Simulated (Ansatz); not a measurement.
# C₂H₆ClGa: how energies converge with the basis set

One table from this session's results is given with a row withheld; the runs are named, their logs left out.

Method: one geometry, several basis sets; program: Ansatz 0.2.0, Gaussian basis.

The runs, in order: PBE0-D4/def2-SVP; ωB97M-V/def2-SVP; PBE0-D4/def2-QZVPP; ωB97M-V/def2-QZVPP; the functionals' def2-TZVPP values are taken from earlier runs.

## The relaxed structure

The geometry comes from an earlier relaxation with PBE0-D4 in a triple-zeta def2 set; it is a stationary point, not always the lowest conformer.

SMILES `[CH3][Ga]([CH3])[Cl]`, 10 atoms, charge 0, spin multiplicity 1.

Atoms are counted from 1 here; the program's logs count them from 0.

Bond lengths: C1–Ga2 1.956 Å, C1–H5 1.089 Å, C1–H6 1.093 Å, C1–H7 1.093 Å, Ga2–C3 1.956 Å, Ga2–Cl4 2.171 Å, C3–H8 1.089 Å, C3–H9 1.093 Å, C3–H10 1.093 Å. Angles: Ga2–C1–H5 110.8°, Ga2–C1–H6 110.4°, Ga2–C1–H7 110.1°, H5–C1–H6 109.1°, H5–C1–H7 108.9°, H6–C1–H7 107.4°, C1–Ga2–C3 130.6°, C1–Ga2–Cl4 114.7°, C3–Ga2–Cl4 114.7°, Ga2–C3–H8 110.8°, Ga2–C3–H9 110.2°, Ga2–C3–H10 110.4°, H8–C3–H9 109.0°, H8–C3–H10 109.1°, H9–C3–H10 107.4°.

Coordinates:

```
C    -0.5370    1.4649   -0.8820
Ga   -0.4073   -0.3288   -0.1114
C     0.9825   -1.1375    1.0031
Cl   -2.0766   -1.6381   -0.5734
H    -1.4765    1.5876   -1.4197
H    -0.4724    2.2223   -0.0972
H     0.2921    1.6384   -1.5726
H     0.7143   -2.1573    1.2764
H     1.9346   -1.1522    0.4667
H     1.1294   -0.5507    1.9131
```

Set-up of the first run:

Input file in.yaml:

```yaml
crystal:
  periodic: [false, false, false]
  atoms:
    - {symbol: C, position_ang: [-0.537034, 1.464885, -0.882027]}
    - {symbol: Ga, position_ang: [-0.407259, -0.328756, -0.111441]}
    - {symbol: C, position_ang: [0.982549, -1.137456, 1.003119]}
    - {symbol: Cl, position_ang: [-2.076636, -1.638137, -0.573412]}
    - {symbol: H, position_ang: [-1.476501, 1.587636, -1.419666]}
    - {symbol: H, position_ang: [-0.472395, 2.222329, -0.097183]}
    - {symbol: H, position_ang: [0.292066, 1.638425, -1.572624]}
    - {symbol: H, position_ang: [0.714252, -2.157294, 1.276355]}
    - {symbol: H, position_ang: [1.934621, -1.152231, 0.466745]}
    - {symbol: H, position_ang: [1.129436, -0.550702, 1.913131]}
basis:
  gaussian: {orbitals: def2-SVP}
hamiltonian: {xc: pbe0, dispersion: d4}
output: {orbitals: {seedname: orbitals}}
```

Started as:

```
ansatz run in.yaml --threads 4 --pin off --events-out ev --progress --plain --max-ram 10444MiB
```

Steps of the session up to this table: PBE0-D4 in def2-SVP; ωB97M-V in def2-SVP; PBE0-D4 in def2-QZVPP; ωB97M-V in def2-QZVPP.

One of the session's tables, all rows but one given; the rest of the session is left out.

It belongs to the step «Functionals by basis». 

| functional | basis | HOMO (eV) |
| --- | --- | --- |
| PBE0-D4 | def2-SVP | -7.72 |
| PBE0-D4 | def2-TZVPP | -7.83 |
| PBE0-D4 | def2-QZVPP | -7.85 |
| ωB97M-V | def2-SVP | -9.89 |
| ωB97M-V | def2-TZVPP | -10.02 |
| ωB97M-V | def2-QZVPP | ? |

Estimate the missing values for ωB97M-V, def2-QZVPP.

As computed: HOMO (eV): -10.05. In the column «HOMO (eV)» it is the lowest.
